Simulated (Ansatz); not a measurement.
**C₃H₇FSn: basis-set convergence**

An exercise on one series of results from a longer session: the logs are not shown, and one member is left open.

Computed with Ansatz 0.2.0, Gaussian basis. Level: one geometry, several basis sets.

Plan: PBE0-D4/def2-SVP; ωB97M-V/def2-SVP; PBE0-D4/def2-QZVPP; ωB97M-V/def2-QZVPP; the functionals' def2-TZVPP values are taken from earlier runs.

## The geometry

An earlier PBE0-D4 in a triple-zeta def2 set relaxation fixed the geometry. Sn takes the def2 core potential; no spin-orbit term is included.

SMILES `C[CH](C)[Sn][F]`, 12 atoms, charge 0, spin multiplicity 1.

Atoms are counted from 1 here; the program's logs count them from 0.

Bond lengths: C1–C2 1.523 Å, C1–H6 1.094 Å, C1–H7 1.097 Å, C1–H8 1.095 Å, C2–C3 1.523 Å, C2–Sn4 2.201 Å, C2–H9 1.097 Å, C3–H10 1.097 Å, C3–H11 1.095 Å, C3–H12 1.094 Å, Sn4–F5 1.956 Å. Angles: C2–C1–H6 111.0°, C2–C1–H7 111.1°, C2–C1–H8 112.7°, H6–C1–H7 107.3°, H6–C1–H8 107.7°, H7–C1–H8 106.8°, C1–C2–C3 111.7°, C1–C2–Sn4 109.2°, C1–C2–H9 109.6°, C3–C2–Sn4 109.0°, C3–C2–H9 109.6°, Sn4–C2–H9 107.7°, C2–C3–H10 111.1°, C2–C3–H11 112.7°, C2–C3–H12 111.0°, H10–C3–H11 106.8°, H10–C3–H12 107.2°, H11–C3–H12 107.7° and more.

Geometry (Å):

```xyz
12
C3H7FSn
C    -0.60560    0.39003    1.12270
C    -0.10859   -0.62230    0.09897
C     1.22992   -0.20719   -0.49781
Sn   -1.59075   -0.80176   -1.51793
F    -1.40868    1.08942   -1.98430
H    -0.77251    1.36692    0.65951
H     0.12765    0.53182    1.92677
H    -1.54266    0.08274    1.59943
H    -0.01048   -1.60667    0.57240
H     1.98805   -0.07659    0.28477
H     1.62594   -0.94705   -1.20185
H     1.14461    0.74543   -1.02887
```

The first run:

Contents of in.yaml:

```yaml
crystal:
  periodic: [false, false, false]
  atoms:
    - {symbol: C, position_ang: [-0.605599, 0.390033, 1.122701]}
    - {symbol: C, position_ang: [-0.108594, -0.622297, 0.098971]}
    - {symbol: C, position_ang: [1.229918, -0.207191, -0.497807]}
    - {symbol: Sn, position_ang: [-1.590749, -0.801760, -1.517932]}
    - {symbol: F, position_ang: [-1.408677, 1.089418, -1.984304]}
    - {symbol: H, position_ang: [-0.772507, 1.366920, 0.659513]}
    - {symbol: H, position_ang: [0.127646, 0.531820, 1.926773]}
    - {symbol: H, position_ang: [-1.542656, 0.082735, 1.599431]}
    - {symbol: H, position_ang: [-0.010478, -1.606665, 0.572400]}
    - {symbol: H, position_ang: [1.988051, -0.076588, 0.284774]}
    - {symbol: H, position_ang: [1.625939, -0.947051, -1.201846]}
    - {symbol: H, position_ang: [1.144607, 0.745427, -1.028874]}
basis:
  gaussian: {orbitals: def2-SVP}
hamiltonian: {xc: pbe0, dispersion: d4}
output: {orbitals: {seedname: orbitals}}
```

Started as:

```bash
ansatz run in.yaml --threads 4 --pin off --events-out ev --progress --plain --max-ram 10444MiB
```

Steps of the session up to this table: PBE0-D4 in def2-SVP; ωB97M-V in def2-SVP; PBE0-D4 in def2-QZVPP; ωB97M-V in def2-QZVPP.

One table of the session follows, with a row left open; its other results are not shown here.

It belongs to the step «Density functionals: the series». 

| functional | basis | HOMO (eV) | LUMO (eV) |
| --- | --- | --- | --- |
| PBE0-D4 | def2-SVP | -6.10 | -2.43 |
| PBE0-D4 | def2-TZVPP | -6.17 | -2.52 |
| PBE0-D4 | def2-QZVPP | -6.19 | -2.54 |
| ωB97M-V | def2-SVP | -8.14 | -0.61 |
| ωB97M-V | def2-TZVPP | -8.22 | -0.79 |
| ωB97M-V | def2-QZVPP | ? | ? |

Estimate the missing values for ωB97M-V, def2-QZVPP.

As computed: HOMO (eV): -8.24; LUMO (eV): -0.83. In the column «HOMO (eV)» it is the lowest.
